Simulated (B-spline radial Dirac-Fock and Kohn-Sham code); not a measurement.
# Inner shells of Gd⁶⁺

Aim: for gadolinium as Gd⁶⁺, compute how cheaper methods do for the levels.

Program: B-spline radial Dirac-Fock and Kohn-Sham code, version 5. Model: a free atom or ion on a radial basis; each step names its model. All values are calculated, but those marked as tabulated.

## Step 1: What is computed

Gd⁶⁺, configuration 1s2 2s2 2p6 3s2 3p6 3d10 4s2 4p6 4d10 4f6 5s2 5p4.

```
nuclear charge     : 64
electrons          : 58
mass number        : 158
nuclear rms radius : 5.1569 fm
```

Outer shells as boxes (Hund's rule, for the drawing alone; heavy ions are jj-coupled, and the calculation averages over the configuration):

```
[Kr] core
4d [↑↓][↑↓][↑↓][↑↓][↑↓]
4f [↑ ][↑ ][↑ ][↑ ][↑ ][↑ ][  ]
5s [↑↓]
5p [↑↓][↑ ][↑ ]
```

## Step 2: The levels by Dirac PBE

Model: Dirac-Kohn-Sham PBE, finite nucleus, spherical and without spin polarisation.

task.json holds this item:

```json
{
  "Z": 64,
  "q": 6,
  "cfg": [[1, 0, 2], [2, 0, 2], [2, 1, 6], [3, 0, 2], [3, 1, 6], [3, 2, 10], [4, 0, 2], [4, 1, 6], [4, 2, 10], [4, 3, 6], [5, 0, 2], [5, 1, 4]],
  "A": 158,
  "rrms": 5.1569,
  "tag": "ground",
  "do": ["pbe", "binding", "quiet"],
  "hv": [26.4, 33.9, 46.0, 75.0, 188.0, 783.0, 911.0, 1210.0, 1520.0, 1540.0, 1790.0, 3520.0, 3940.0, 4180.0, 7940.0, 8240.0, 11200.0, 15900.0, 25800.0, 43200.0, 61000.0, 76500.0, 86600.0, 153000.0],
  "s": [0, 0.05, 0.1, 0.15, 0.2, 0.25, 0.3, 0.35, 0.4, 0.45, 0.5, 0.6, 0.7, 0.8, 0.9, 1.0, 1.1, 1.2, 1.4, 1.6, 1.8, 2.0, 2.5, 3.0, 3.5, 4.0, 5.0, 6.0],
  "pz": [0, 0.1, 0.2, 0.3, 0.4, 0.5, 0.6, 0.8, 1.0, 1.2, 1.4, 1.6, 1.8, 2.0, 2.5, 3.0, 4.0, 5.0, 7.0, 10.0, 15.0, 20.0, 30.0, 40.0, 60.0, 100.0],
  "hv_scatter": [1000, 5000, 8047.8, 17479.3, 20000, 30000, 50000, 500000],
  "holes": ["K", "L1", "L2", "L3", "M1", "M2", "M3", "M4", "M5", "N1", "N2", "N3", "N4", "N5", "N6", "N7"]
}
```

Command:

```bash
$ python xray_run.py task.json out
```

Main fields of the result record, rounded:

```text
{
  "status": "not_converged",
  "shells": ["K", "L1", "L2", "L3", "M1", "M2", "M3", "M4", "M5", "N1", "N2", "N3", "N4", "N5", "N6,7", "O1", "O2,3"],
  "minus_eigenvalue [eV]": [50124.3, 8340.63, 7924.47, 7228.63, 1912.85, 1732.38, 1589.63, 1277.84, 1246.74, 449.643, 379.263, 347.305, 231.163, 225.342, 86.9205, 122.064, 97.0182],
  "delta_scf [eV]": [50586.8, 8426.86, 8033.2, "-", 1941.47, 1762.55, 1618.03, 1310.7, 1278.96, 464.11, 393.56, 361.189, 244.611, 238.666, 98.8565, 130.546, 104.764],
  "total_energy [Ha]": -11270.1896,
  "dirac_fock_binding [eV]": [50335.6, 8480.54, 8029.78, 7342.07, 1985.77, 1791.42, 1647.97, 1316.66, 1286.26, 485.969, 408.659, "-", 247.964, 242.207, 95.7566, 130.511, 103.184]
}
```

Blank entries are hole states that did not converge, or in which two open shells of one symmetry are about equally filled, where the average of configuration falls too low.

It took 31 s on 1 thread of Arm Neoverse V2, shared host; peak memory 0.41 GiB.

Beside the Dirac-Fock ΔSCF result with Breit and QED, in eV:

| level | -ε | miss | ΔSCF | miss | Dirac-Fock |
| --- | --- | --- | --- | --- | --- |
| K | 50124.3 | -211.2 | 50586.8 | +251.3 | 50335.6 |
| L1 | 8340.6 | -139.9 | 8426.9 | -53.7 | 8480.5 |
| L2 | 7924.5 | -105.3 | 8033.2 | +3.4 | 8029.8 |
| M1 | 1912.8 | -72.9 | 1941.5 | -44.3 | 1985.8 |
| M2 | 1732.4 | -59.0 | 1762.6 | -28.9 | 1791.4 |
| M3 | 1589.6 | -58.3 | 1618.0 | -29.9 | 1648.0 |
| M4 | 1277.8 | -38.8 | 1310.7 | -6.0 | 1316.7 |
| M5 | 1246.7 | -39.5 | 1279.0 | -7.3 | 1286.3 |
| N1 | 449.6 | -36.3 | 464.1 | -21.9 | 486.0 |
| N2 | 379.3 | -29.4 | 393.6 | -15.1 | 408.7 |
| N4 | 231.2 | -16.8 | 244.6 | -3.4 | 248.0 |
| N5 | 225.3 | -16.9 | 238.7 | -3.5 | 242.2 |
| N6,7 | 86.92 | -8.8 | 98.86 | +3.1 | 95.76 |
| O1 | 122.1 | -8.4 | 130.5 | 0.0 | 130.5 |
| O2,3 | 97.02 | -6.2 | 104.8 | +1.6 | 103.2 |

## Step 3: Cost and miss of the cheaper method

| method | level | eigenvalue miss (%) | ΔSCF miss (%) | time |
| --- | --- | --- | --- | --- |
| Dirac PBE | K | -0.42 | +0.50 | 31 s |

Times cover the ground state and all hole states of a step, on one thread of a shared host; states solved in an earlier step are reused, and a first call can include compiling.

## Step 4: Summary of results

```
                       quantity                 value
Dirac PBE, K: eigenvalue / ΔSCF  50124.3 / 50586.8 eV
```

In words: Dirac PBE misses the K level by -0.4 % with its eigenvalue and by +0.5 % with ΔSCF. Breit and QED terms, which only the reference holds, shift this level by tenths of a per cent, so the eigenvalue's nearness can be cancellation. The Hartree-Fock and Dirac-Fock values hold no electron correlation.
